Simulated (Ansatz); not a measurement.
# SiNH4O2 (SMILES N[Si](O)O): levels of theory compared

Wanted: a comparison of 5 runs (UHF/3-21G, UB3LYP/6-31G*, U-wB97M-V/cc-pVDZ, UPBE-QIDH/cc-pVDZ, UPBE/cc-pVDZ) of SiNH4O2. 

The calculation is run with Ansatz 0.2.0.

68 further runs of the same task are left out: 68 set aside as unsound or not needed.

**1. The structure to begin with**

The species is SiNH4O2 (8 atoms), meant as a doublet with charge 0. SMILES: `N[Si](O)O`. One bond was lengthened or shortened from a relaxed shape.

Bond lengths: N1–Si2 1.700 Å, Si2–O3 1.651 Å, Si2–O4 1.651 Å, N1–H5 1.006 Å, N1–H6 1.157 Å, O3–H7 0.958 Å, O4–H8 0.958 Å. Angles: N1–Si2–O3 104.3°, N1–Si2–O4 104.3°, O3–Si2–O4 116.1°, Si2–N1–H5 120.9°, Si2–N1–H6 120.9°, Si2–O3–H7 115.7°, Si2–O4–H8 115.7°, H5–N1–H6 112.9°.

**2. The energy at UHF/3-21G (run 1)**

File run.yaml:

```yaml
crystal:
  periodic: [false, false, false]
  atoms:
    - symbol: N
      position_ang: [-0.350194, 1.236947, 0.132119]
    - symbol: Si
      position_ang: [0.243806, -0.273653, -0.373181]
    - symbol: O
      position_ang: [1.789406, -0.318353, 0.205419]
    - symbol: O
      position_ang: [-0.808694, -1.364753, 0.280719]
    - symbol: H
      position_ang: [0.219006, 2.063947, 0.067919]
    - symbol: H
      position_ang: [-1.483600, 1.467400, 0.110500]
    - symbol: H
      position_ang: [2.398706, -0.878053, -0.278081]
    - symbol: H
      position_ang: [-0.881594, -2.201053, -0.181381]
basis:
  gaussian:
    orbitals: 3-21G.json
magnetization:
  spin_polarized: true
  initial_magnetization: 1
hamiltonian:
  xc: hf
accuracy: high
output:
  orbitals: {seedname: orbitals}
```

The basis set 3-21G is read from a file made from the Basis Set Exchange's data (not shown).

Command:

```console
$ ansatz run run.yaml --threads 1 --pin off --max-ram 3480MiB --events-out events.jsonl --progress --plain --runs-dir runs
```

The log of the run:

```text
Warning: RAYON_NUM_THREADS=1 ignored (pool sized by the plan → 1); use --threads N
Functional definition: HF
  name "HF"
  exchange = exact_x
  correlation = 0
1079 factors; integrals over basis functions are off by at most 1.2e-8 eV
mean field evaluation 1: about -13405.9203 eV, gradient 3.2e1 eV
mean field evaluation 2: about -13406.2151 eV, gradient 3.3e1 eV
mean field evaluation 4: about -13410.2425 eV, gradient 1.8e0 eV
mean field evaluation 8: about -13410.3078 eV, gradient 2.7e-1 eV
mean field evaluation 16: about -13410.3094 eV, gradient 8.3e-6 eV
mean field -13410.30937452 eV, -492.8197796794 hartree, gradient 2.9e-8 eV, S^2 0.756076; 0 other end points of the search recorded, 0 dependent functions left out
reference -13410.30937452 eV, -492.8197796794 hartree; 21, 20 occupied and 27, 28 virtual orbitals, 1079 factors
Total energy: -13410.30937452 eV, -492.8197796794 hartree
```

Wall time 0.77 s (1 thread of Arm Neoverse V1, shared host); peak memory 0.12 GiB.

**3. The energy at UB3LYP/6-31G(d) (Cartesian functions) (run 2)**

File in.yaml:

```yaml
crystal:
  periodic: [false, false, false]
  atoms:
    - {symbol: "N", position_ang: [-0.350194, 1.236947, 0.132119]}
    - {symbol: Si, position_ang: [0.243806, -0.273653, -0.373181]}
    - {symbol: O, position_ang: [1.789406, -0.318353, 0.205419]}
    - {symbol: O, position_ang: [-0.808694, -1.364753, 0.280719]}
    - {symbol: H, position_ang: [0.219006, 2.063947, 0.067919]}
    - {symbol: H, position_ang: [-1.483600, 1.467400, 0.110500]}
    - {symbol: H, position_ang: [2.398706, -0.878053, -0.278081]}
    - {symbol: H, position_ang: [-0.881594, -2.201053, -0.181381]}
basis:
  gaussian:
    orbitals: "6-31G*"
output:
  orbitals: {seedname: orbitals}
magnetization:
  spin_polarized: true
  initial_magnetization: 1
accuracy: high
hamiltonian:
  xc: {name: B3LYP}
```

Command:

```console
$ ansatz run in.yaml --threads 1 --pin off --max-ram 3480MiB --events-out events.jsonl --progress --plain --runs-dir runs
```

The log of the run:

```text
Warning: RAYON_NUM_THREADS=1 ignored (pool sized by the plan → 1); use --threads N
Functional definition: B3LYP
  name "B3LYP"
  parameter a0 = 0.2
  parameter ax = 0.72
  parameter ac = 0.81
  exchange = (1 - a0 - ax)*slater_x + ax*b88_x + a0*exact_x
  correlation = (1 - ac)*vwn_rpa_c + ac*lyp_c
1562 factors; integrals over basis functions are off by at most 3.2e-9 eV
mean field evaluation 1: about -13514.6345 eV, gradient 6.0e1 eV
mean field evaluation 2: about -13491.0724 eV, gradient 9.5e1 eV
mean field evaluation 4: about -13527.5569 eV, gradient 3.4e0 eV
mean field evaluation 8: about -13527.7353 eV, gradient 6.6e-2 eV
mean field evaluation 16: about -13527.7353 eV, gradient 2.7e-5 eV
mean field -13527.73529387 eV, -497.1351026213 hartree, gradient 3.2e-8 eV, S^2 0.751779; 0 other end points of the search recorded, 0 dependent functions left out
reference -13527.73532965 eV, -497.1351039363 hartree; 21, 20 occupied and 51, 52 virtual orbitals, 1562 factors
Total energy: -13527.73532965 eV, -497.1351039363 hartree
```

Wall time 11 s (1 thread of Arm Neoverse V1, shared host); peak memory 0.31 GiB.

Runs 3 to 4 aren't shown in full; the table further down has their settings and results.

**4. A single-point energy at UPBE/cc-pVDZ (run 5)**

File in.yaml:

```yaml
crystal:
  periodic: [false, false, false]
  atoms:
    - {symbol: N, position_ang: [-0.350194, 1.236947, 0.132119]}
    - {symbol: Si, position_ang: [0.243806, -0.273653, -0.373181]}
    - {symbol: O, position_ang: [1.789406, -0.318353, 0.205419]}
    - {symbol: O, position_ang: [-0.808694, -1.364753, 0.280719]}
    - {symbol: H, position_ang: [0.219006, 2.063947, 0.067919]}
    - {symbol: H, position_ang: [-1.483600, 1.467400, 0.110500]}
    - {symbol: H, position_ang: [2.398706, -0.878053, -0.278081]}
    - {symbol: H, position_ang: [-0.881594, -2.201053, -0.181381]}
basis:
  gaussian: {orbitals: cc-pVDZ}
magnetization: {spin_polarized: true, initial_magnetization: 1}
hamiltonian: {xc: pbe}
accuracy: high
output: {orbitals: {seedname: orbitals}}
```

Command:

```console
$ ansatz run in.yaml --threads 1 --pin off --max-ram 3480MiB --events-out events.jsonl --progress --plain --runs-dir runs
```

The log of the run:

```text
Warning: RAYON_NUM_THREADS=1 ignored (pool sized by the plan → 1); use --threads N
Functional definition: PBE
  name "PBE"
  parameter kappa = 0.804
  parameter beta = 0.06672455060314922
  exchange = pbe_x(kappa = kappa, mu = beta*pi^2/3)
  correlation = pbe_c(beta = beta)
1818 factors; integrals over basis functions are off by at most 3.9e-9 eV
mean field evaluation 1: about -13502.1584 eV, gradient 6.5e1 eV
mean field evaluation 2: about -13447.4790 eV, gradient 1.2e2 eV
mean field evaluation 4: about -13517.3248 eV, gradient 1.1e1 eV
mean field evaluation 8: about -13517.8091 eV, gradient 5.1e-1 eV
mean field evaluation 16: about -13517.8105 eV, gradient 4.0e-5 eV
mean field -13517.81049874 eV, -496.7703731275 hartree, gradient 4.9e-8 eV, S^2 0.751568; 0 other end points of the search recorded, 0 dependent functions left out
reference -13517.81050205 eV, -496.7703732492 hartree; 21, 20 occupied and 59, 60 virtual orbitals, 1818 factors
Total energy: -13517.81050205 eV, -496.7703732492 hartree
```

It took 9 s on 1 thread of Arm Neoverse V1, shared host; peak memory 0.25 GiB.

**5. Overview of the runs**

| run | level | Cartesian functions | frozen core orbitals | energy (Eh) | HOMO energy (eV) | LUMO energy (eV) | ⟨S²⟩ | wall time |
| --- | --- | --- | --- | --- | --- | --- | --- | --- |
| 1 | UHF/3-21G | no | – | -492.819780 | -8.12 | 2.00 | 0.756 | 0.77 s |
| 2 | UB3LYP/6-31G* (Cartesian functions) | yes | – | -497.135104 | -4.73 | -1.75 | 0.752 | 11 s |
| 3 | U-wB97M-V/cc-pVDZ | no | – | -497.059852 | -6.73 | 0.45 | 0.752 | 93 s |
| 4 | UPBE-QIDH/cc-pVDZ | no | 8 | -496.633738 | -7.12 | 0.74 | 0.754 | 14 s |
| 5 | UPBE/cc-pVDZ | no | – | -496.770373 | -3.61 | -2.10 | 0.752 | 9 s |

**6. Outcome**

| quantity | value |
| --- | --- |
| run 5: total energy | -496.77037 Eh |
| run 5: HOMO energy (highest over α and β) | -3.61 eV |
| run 5: LUMO energy (lowest over α and β) | -2.10 eV |
| run 5: ⟨S²⟩ | 0.752 |

**Reading.** Totals of different functionals can't be ranked against each other. All runs together took 2.1 min, the longest 93 s.
